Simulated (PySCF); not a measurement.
# Cl6Co ([CoCl6]3-): the cost of one run

Computed with PySCF 2.14.0 and routines of our own; the level stands in each step. Atoms count from 0.

### 1 The system as given

7 atoms, charge -3, states of the metal's open shell are computed; geometry from: model geometry, bond lengths from ionic radii.

### 2 Ligand-field states: state-averaged CASSCF in water

Job settings and geometry (Å):

```
{"job": {"kind": "lf", "basis": {"metal": "x2c-TZVPall", "ligand": "x2c-SVPall"}, "nevpt": true, "solvent": "water"}, "charge": -3, "metal": "Co", "open_shell": "d6"}
Co     0.000000     0.000000     0.000000
Cl     0.000000     0.000000     2.255000
Cl     0.000000     0.000000    -2.255000
Cl     2.255000     0.000000     0.000000
Cl    -2.255000     0.000000     0.000000
Cl     0.000000     2.255000     0.000000
Cl    -0.000000    -2.255000     0.000000
```

Method: state-averaged CASSCF of the metal d shell, SC-NEVPT2 on the averaged canonical orbitals, state-interaction spin-orbit coupling.

Started as:

```console
$ OMP_NUM_THREADS=1 python lf_run.py task.json out
```

This one command runs all jobs of the session in turn.

**Question.** How long does this first job take on 1 thread of Arm Neoverse V2, shared host, and how much memory does it need?

About 20 s, with a peak of 0.4 GiB.
